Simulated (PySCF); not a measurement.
# [Yb(H2O)2]3+: other functionals and bases at one geometry

One table from this session's results is given with a row withheld; the runs are named, their logs left out.

The runs use PySCF 2.14.0; several levels, as the steps say, no spin–orbit coupling.

1 further run of the same task is left out (for a known fault of the program).

### The starting structure

7 atoms, charge 3, spin multiplicity 1.

Bond lengths: Yb1–O2 2.156 Å, Yb1–O5 2.157 Å, O2–H3 0.996 Å, O2–H4 0.996 Å, O5–H6 0.996 Å, O5–H7 0.996 Å. Angles: O2–Yb1–O5 110.0°, Yb1–O2–H3 128.3°, Yb1–O2–H4 129.1°, H3–O2–H4 102.6°, Yb1–O5–H6 128.3°, Yb1–O5–H7 129.1°, H6–O5–H7 102.6°.

Geometry (Å):

```xyz
7

Yb    1.0659    0.1227   -0.0046
O    -0.1594    0.0254    1.7666
H     0.0220    0.4164    2.6648
H    -1.0309   -0.4365    1.9021
O    -0.1666   -0.0620   -1.7654
H     0.0355   -0.5462   -2.6121
H    -1.0593    0.3374   -1.9513
```

Formal oxidation states: Yb +3. Each metal's 13 4f electrons lie in its core potential, so multiplicities, spins and levels count the valence alone. An earlier session relaxed this geometry at PBE0, Yb lcecp-1-SVP with ECP59, O def2-SVP, H def2-SVP (singlet, point group C1).

At PBE0 on the finer grid: E = -190.758997 Eh, HOMO -26.97 eV, LUMO -18.91 eV, Mulliken charge on Yb1 +2.19 e, largest force component 0.016 eV/Å. 

Levels to run: CAM-B3LYP; HF; PBE0, TZVP. Hardware: 2 threads of Arm Neoverse V1, shared host.

The first run:

File run.py (the lines that set the calculation):

```python
mol = gto.M(atom='''
Yb     1.06593     0.12267    -0.00465
O     -0.15944     0.02535     1.76658
H      0.02203     0.41637     2.66477
H     -1.03094    -0.43648     1.90207
O     -0.16660    -0.06204    -1.76537
H      0.03554    -0.54616    -2.61212
H     -1.05933     0.33744    -1.95128''',
    basis={'Yb': 'lcecp-1-SVP', 'O': 'def2-SVP', 'H': 'def2-SVP'},
    ecp={'Yb': 'lcecp-1-SVP'},
    charge=3, spin=0)
mf = dft.RKS(mol, xc='CAMB3LYP')
mf.grids.atom_grid = (75, 302)  # f atoms: unpruned, at least (60, 302)
mf = mf.density_fit()  # fitting sets: Yb AutoAux, O def2-universal-JKFIT, H def2-universal-JKFIT
mf.conv_tol = 1e-08; mf.max_cycle = 55
mf.kernel(dm0)  # dm0: the density of the relaxed state
```

Launch:

```sh
$ OMP_NUM_THREADS=2 python run.py
```

Among the steps run: CAM-B3LYP; HF; PBE0, TZVP.

One of the session's tables, all rows but one given; the rest of the session is left out.

```
              level  HOMO (eV)  gap (eV)  charge on Yb1 (e)  dipole (D)  largest force component (eV/Å)
PBE0 (relaxed here)     -26.97      8.06               2.19        3.48                            0.02
          CAM-B3LYP     -28.46     10.38               2.18        3.44                            0.12
                 HF          ?         ?                  ?           ?                               ?
         PBE0, TZVP     -26.94      8.10               2.37        3.52                            0.27
```

Q: Estimate the row for HF from the others.

**Answer.** HOMO (eV): -31.57; gap (eV): 15.87; charge on Yb1 (e): 2.42; dipole (D): 2.86; largest force component (eV/Å): 1.31. In the column «HOMO (eV)» it is the lowest.

The dipole of a charged species depends on the origin, so these sizes hold for this origin alone.

In one basis the HOMO–LUMO gap runs from 8.06 eV (PBE0) to 15.87 eV (HF). The largest leftover force, 1.31 eV/Å with HF, stands at a geometry relaxed at another level. With 4f in the core, its levels are missing from HOMO and gap, and its count is fixed, so no charge can pass from the ligands into it. Total energies of different levels can't be compared.
